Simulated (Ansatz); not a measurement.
**Ga9As9 zinc blende off disc (Ga9As9H28): geometry, orbitals and charge**

What does Ga9As9 zinc blende off disc (Ga9As9H28) look like as a singlet, and where do its frontier electrons sit?

Program: Ansatz 0.2.0, Gaussian basis. Level of theory: RKS PBE0-D4/def2-TZVP. These are calculated values, not measurements.

Plan: relaxation at PBE-D4/def2-SVP; a single point at PBE0-D4/def2-TZVP.

1 further run of the same task is left out (set aside as unsound or not needed). Runs told in other sessions of the task aren't counted.

## (1) Where the work starts

46 atoms, charge 0, spin multiplicity 1.

Atoms are counted from 1 here; the program's logs count them from 0.

Bond lengths: Ga1–As11 2.485 Å, Ga1–As12 2.463 Å, Ga1–H19 1.514 Å, Ga1–H20 1.556 Å, Ga2–As10 2.435 Å, Ga2–As14 2.487 Å, Ga2–H21 1.522 Å, Ga2–H22 1.528 Å, Ga3–As13 2.429 Å, Ga3–As14 2.448 Å, Ga3–As15 2.433 Å, Ga3–H23 1.563 Å, Ga4–As10 2.448 Å, Ga4–As11 2.429 Å, Ga4–As13 2.457 Å, Ga4–As18 2.434 Å, Ga5–As12 2.420 Å, Ga5–As18 2.438 Å and more. Angles: As11–Ga1–As12 108.9°, As11–Ga1–H19 109.5°, As11–Ga1–H20 108.3°, As12–Ga1–H19 110.4°, As12–Ga1–H20 110.4°, H19–Ga1–H20 109.3°, As10–Ga2–As14 109.4°, As10–Ga2–H21 110.1°, As10–Ga2–H22 109.7°, As14–Ga2–H21 108.3°, As14–Ga2–H22 109.1°, H21–Ga2–H22 110.3°, As13–Ga3–As14 109.5°, As13–Ga3–As15 110.6°, As13–Ga3–H23 108.3°, As14–Ga3–As15 109.9°, As14–Ga3–H23 109.4°, As15–Ga3–H23 109.1° and more.

The start is a built from a lattice or polyhedron geometry.

## (2) Relaxation at PBE-D4/def2-SVP

Input file in.yaml:

```yaml
crystal:
  periodic: [false, false, false]
  atoms:
    - {symbol: Ga, position_ang: [-3.956500, 2.130600, -0.518600]}
    - {symbol: Ga, position_ang: [-1.156200, -3.518200, 2.308200]}
    - {symbol: Ga, position_ang: [1.680300, -3.523000, -0.518000]}
    - {symbol: Ga, position_ang: [-1.132200, -0.706300, -0.515300]}
    - {symbol: Ga, position_ang: [-1.147700, 2.115800, 2.294300]}
    - {symbol: Ga, position_ang: [1.697300, -0.706200, 2.297100]}
    - {symbol: Ga, position_ang: [1.676600, 2.114400, -0.523400]}
    - {symbol: Ga, position_ang: [-1.140800, 4.962700, -0.508400]}
    - {symbol: Ga, position_ang: [4.472700, -0.735100, -0.526100]}
    - {symbol: As, position_ang: [-2.555500, -2.116000, 0.892200]}
    - {symbol: As, position_ang: [-2.517400, 0.689100, -1.941700]}
    - {symbol: As, position_ang: [-2.518500, 3.540400, 0.898900]}
    - {symbol: As, position_ang: [0.268100, -2.144000, -1.933500]}
    - {symbol: As, position_ang: [0.277500, -4.962700, 0.878700]}
    - {symbol: As, position_ang: [3.099800, -2.133400, 0.887500]}
    - {symbol: As, position_ang: [0.277300, 3.531300, -1.943600]}
    - {symbol: As, position_ang: [3.109800, 0.719100, -1.931200]}
    - {symbol: As, position_ang: [0.263600, 0.716700, 0.881500]}
    - {symbol: H, position_ang: [-4.837600, 2.991300, -1.398900]}
    - {symbol: H, position_ang: [-4.851100, 1.210400, 0.360900]}
    - {symbol: H, position_ang: [-2.025000, -4.416800, 3.175900]}
    - {symbol: H, position_ang: [-0.264100, -2.639600, 3.183600]}
    - {symbol: H, position_ang: [2.581000, -4.409500, -1.437400]}
    - {symbol: H, position_ang: [-2.021900, 1.247500, 3.186100]}
    - {symbol: H, position_ang: [-0.259700, 3.018700, 3.194400]}
    - {symbol: H, position_ang: [0.812700, -1.601000, 3.168400]}
    - {symbol: H, position_ang: [2.575800, 0.175700, 3.202200]}
    - {symbol: H, position_ang: [2.580400, 2.982900, 0.347700]}
    - {symbol: H, position_ang: [-2.012500, 5.842600, -1.422200]}
    - {symbol: H, position_ang: [-0.247500, 5.839100, 0.372600]}
    - {symbol: H, position_ang: [5.415600, -1.592000, -1.414100]}
    - {symbol: H, position_ang: [5.398600, 0.198200, 0.331800]}
    - {symbol: H, position_ang: [-3.428800, -2.996300, -0.010000]}
    - {symbol: H, position_ang: [-3.421700, -1.251400, 1.779500]}
    - {symbol: H, position_ang: [-3.428600, -0.161800, -2.795300]}
    - {symbol: H, position_ang: [-1.665800, 1.570200, -2.836300]}
    - {symbol: H, position_ang: [-3.400400, 4.406700, 1.756200]}
    - {symbol: H, position_ang: [-0.599600, -2.999700, -2.800800]}
    - {symbol: H, position_ang: [1.153900, -1.241500, -2.824300]}
    - {symbol: H, position_ang: [-0.594700, -5.837300, 0.021400]}
    - {symbol: H, position_ang: [1.176300, -5.844700, 1.729600]}
    - {symbol: H, position_ang: [3.987700, -2.958600, 1.751500]}
    - {symbol: H, position_ang: [-0.620500, 2.662000, -2.826200]}
    - {symbol: H, position_ang: [1.145800, 4.403100, -2.805600]}
    - {symbol: H, position_ang: [2.217200, -0.167700, -2.816200]}
    - {symbol: H, position_ang: [3.965800, 1.578500, -2.827800]}
basis:
  gaussian: {orbitals: def2-SVP, fitting: {mean_field: def2-universal-jkfit}}
hamiltonian: {xc: pbe, dispersion: d4}
scf: {lower_state_search: "off"}
output: {orbitals: {seedname: orbitals}}
relax: {f_tol: 0.03, max_steps: 70}
```

Command:

```
ansatz run in.yaml --threads 11 --pin off --events-out ev --progress --plain --max-ram 174080MiB --backend cuda --devices 0, --max-vram 75GiB
```

The runs that follow: Single point, PBE0-D4/def2-TZVP.

**Question.** What will the summary of the whole plan be? Wanted: point group; commonest bond, hydrogen aside; HOMO, LUMO at PBE0-D4/def2-TZVP; dipole at PBE-D4/def2-SVP.

**Answer**, as computed:

| quantity | value |
| --- | --- |
| point group | C1 |
| commonest bond, hydrogen aside | As–Ga, 22 of mean length 2.500 Å |
| HOMO, LUMO at PBE0-D4/def2-TZVP | -6.86, -1.60 eV |
| dipole at PBE-D4/def2-SVP | 6.74 D |

**Reading.** The molecule keeps its bonding pattern by the stored test; the atoms moved 0.95 Å (rms), and the angle Ga6–As15–Ga9 went from 109° to 132°. No usable vibrations, so a minimum isn't proven. The HOMO lies nearest to As12, As18 about 19 % each; Ga5, Ga6 about 8 % each and the LUMO to Ga4 19 %; Ga3 11 %. Whether this spin is the lowest isn't tested here. The point group is read from a loosely relaxed geometry; soft torsions can leave it below the true symmetry.
